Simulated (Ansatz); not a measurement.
# C2H4AlB: a rigid scan of the angle B1–Al2–C3

One table from this session's results is given with a row withheld; the runs are named, their logs left out.

Program: Ansatz 0.2.0, Gaussian basis. Level of theory: single points in def2-TZVPP. These are calculated values, not measurements.

Levels: PBE-D4, r2SCAN-D4, PBE0-D4, B3LYP-D4, wB97M-V, Hartree-Fock, MP2, CCSD, CCSD(T). The scan takes 94.1, 100.1, 106.1, 112.1, 118.1, 124.1, 130.1, 136.1, 142.1°.

Cores are frozen in the correlated methods. B3LYP uses VWN-RPA correlation.

36 further runs of the same task are left out: 36 set aside as unsound or not needed.

## The system as given

The minimum, relaxed at PBE0-D4: SMILES `[BH2][AlH][C]#C`, 8 atoms, charge 0, spin multiplicity 1.

Atoms are counted from 1 here; the program's logs count them from 0.

Bond lengths: B1–Al2 2.116 Å, B1–H5 1.200 Å, B1–H6 1.200 Å, Al2–C3 1.913 Å, Al2–H7 1.588 Å, C3–C4 1.212 Å, C4–H8 1.067 Å. Angles: Al2–B1–H5 122.7°, Al2–B1–H6 122.7°, H5–B1–H6 114.6°, B1–Al2–C3 118.1°, B1–Al2–H7 124.2°, C3–Al2–H7 117.7°, Al2–C3–C4 177.8°, C3–C4–H8 179.6°.

Coordinates:

```xyz
8

B    -0.9791    1.6103   -0.6589
Al    0.7322    0.3980   -0.3799
C     0.5237   -1.2516    0.5653
C     0.3469   -2.2874    1.1684
H    -1.6975    1.5081   -1.6142
H    -1.3100    2.4553    0.1258
H     2.1843    0.7685   -0.9053
H     0.1994   -3.2012    1.6988
```

Energies of the minimum (eV), from earlier single points: PBE-D4 -9402.44774, r2SCAN-D4 -9407.68079, PBE0-D4 -9403.46923, B3LYP-D4 -9411.56406, wB97M-V -9408.51990, CCSD(T) -9391.86506.

At the minimum the angle B1–Al2–C3 is 118.1°.

Set-up of the first run:

The input, ccsdt-tzvpp/in.yaml:

```yaml
crystal:
  periodic: [false, false, false]
  atoms:
    - {symbol: B, position_ang: [-1.309429, 0.927083, -0.212985]}
    - {symbol: Al, position_ang: [0.732208, 0.397982, -0.379930]}
    - {symbol: C, position_ang: [0.523709, -1.251603, 0.565323]}
    - {symbol: C, position_ang: [0.346947, -2.287409, 1.168443]}
    - {symbol: H, position_ang: [-2.129107, 0.615420, -1.031654]}
    - {symbol: H, position_ang: [-1.741314, 1.562502, 0.708383]}
    - {symbol: H, position_ang: [2.184273, 0.768490, -0.905309]}
    - {symbol: H, position_ang: [0.199398, -3.201151, 1.698840]}
basis:
  gaussian: {orbitals: def2-TZVPP}
correlation: {method: ccsd_t}
```

No record of the launch command was kept for these runs.

Among the steps run: B1–Al2–C3 = 94.1°; B1–Al2–C3 = 100.1°; B1–Al2–C3 = 106.1°; B1–Al2–C3 = 112.1°; B1–Al2–C3 = 118.1°; B1–Al2–C3 = 124.1°; B1–Al2–C3 = 130.1°; B1–Al2–C3 = 136.1°; B1–Al2–C3 = 142.1°.

One table of the session follows, with a row left open; its other results are not shown here.

Energies less that of the minimum at the same level (kcal/mol):

| angle (°) | PBE-D4 | PBE0-D4 | B3LYP-D4 | wB97M-V | Hartree-Fock |
| --- | --- | --- | --- | --- | --- |
| 94.1 | 3.4 | 4.2 | 4.4 | 4.6 | 6.5 |
| 100.1 | 2.0 | 2.4 | 2.6 | 2.7 | 3.8 |
| 106.1 | 0.9 | 1.1 | 1.2 | 1.2 | 1.8 |
| 112.1 | 0.2 | 0.3 | 0.3 | 0.3 | 0.5 |
| 118.1 | 0.0 | 0.0 | 0.0 | 0.0 | 0.0 |
| 118.1 (minimum) | 0.0 | 0.0 | 0.0 | 0.0 | 0.0 |
| 124.1 | 0.3 | 0.3 | 0.3 | 0.3 | 0.2 |
| 130.1 | 1.0 | 1.1 | 1.2 | 1.1 | 1.2 |
| 136.1 | ? | ? | ? | ? | ? |
| 142.1 | 3.9 | 4.4 | 4.5 | 4.6 | 5.4 |

Q: Estimate the row for angle (°) = 136.1 from the others.

Worked estimate for «PBE-D4». A straight line through the neighbours (130.1, 1.0) and (142.1, 3.9) gives 1.0 + (3.9 − 1.0) × (136.1 − 130.1) / (142.1 − 130.1) = 2.5; a parabola fitted to 3 rows on both sides gives 2.2.

As computed: PBE-D4: 2.3; PBE0-D4: 2.5; B3LYP-D4: 2.6; wB97M-V: 2.6; Hartree-Fock: 3.0. In «PBE-D4» the line misses by +0.2 and the parabola by -0.1.
